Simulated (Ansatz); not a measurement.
# In5O: the cost of one run

Computed with Ansatz 0.2.0 (DFT PBE, scalar-relativistic, plane waves, PAW, unless a step's input says otherwise).

1 further run of the same task is left out (it didn't finish).

**1. The structure to begin with**

Symmetry: P6/mmm, No. 191, hexagonal system. The conventional cell has a = 4.847 Å, b = 4.847 Å, c = 6.453 Å, α = 90.00°, β = 90.00°, γ = 120.00°. In (site symmetry 6mm) is surrounded by 1 O at 1.69 Å. In (site symmetry mmm) is surrounded by 2 O at 2.42 Å and 4 In at 2.42 Å. Around O (site symmetry 6/mmm) lie 8 In at 1.69 to 2.42 Å.

Coordinates:

```xyz
6
Lattice="4.8469 0.0000 0.0000 -2.4235 4.1976 0.0000 0.0000 0.0000 6.4527" Properties=species:S:1:pos:R:3 pbc="T T T"
In    0.0000    0.0000    4.9212
In    0.0000    0.0000    1.5316
In    2.4235    0.0000    3.2264
In   -1.2117    2.0988    3.2264
In    1.2117    2.0988    3.2264
O     0.0000    0.0000    3.2264
```

The cell is invented: random cell by space group and Wyckoff sites (P6/mmm, No. 191). Its size is a rough estimate.

**2. A first look at the guess**

File input.yaml:

```yaml
crystal:
  lattice:
    - [4.84691608, 0.0, 0.0]
    - [-2.42345804, 4.19755246, 0.0]
    - [0.0, 0.0, 6.45272817]
  atoms:
    - { symbol: In, position: [0.0, 0.0, 0.76264697] }
    - { symbol: In, position: [0.0, 0.0, 0.23735303] }
    - { symbol: In, position: [0.5, 0.0, 0.5] }
    - { symbol: In, position: [0.0, 0.5, 0.5] }
    - { symbol: In, position: [0.5, 0.5, 0.5] }
    - { symbol: O, position: [0.0, 0.0, 0.5] }
basis:
  ecutwfc: 420
kpoints:
  mp_grid: { grid: [6, 6, 4] }
hamiltonian:
  xc: pbe
scf:
  occupations: { method: gaussian, width: 0.1 }
  lower_state_search: "off"
output:
  forces: true
  stress: true
  eigenvalues: true
```

Command:

```console
ansatz run input.yaml --threads 1 --pin off --max-ram 2560MiB --backend cpu --events-out ev --progress --plain --runs-dir out
```

What time and memory should one allow on 1 thread of Intel Xeon at 2.50GHz (Skylake/Cascade Lake), shared host?

About 12 s, with a peak of 0.44 GiB.
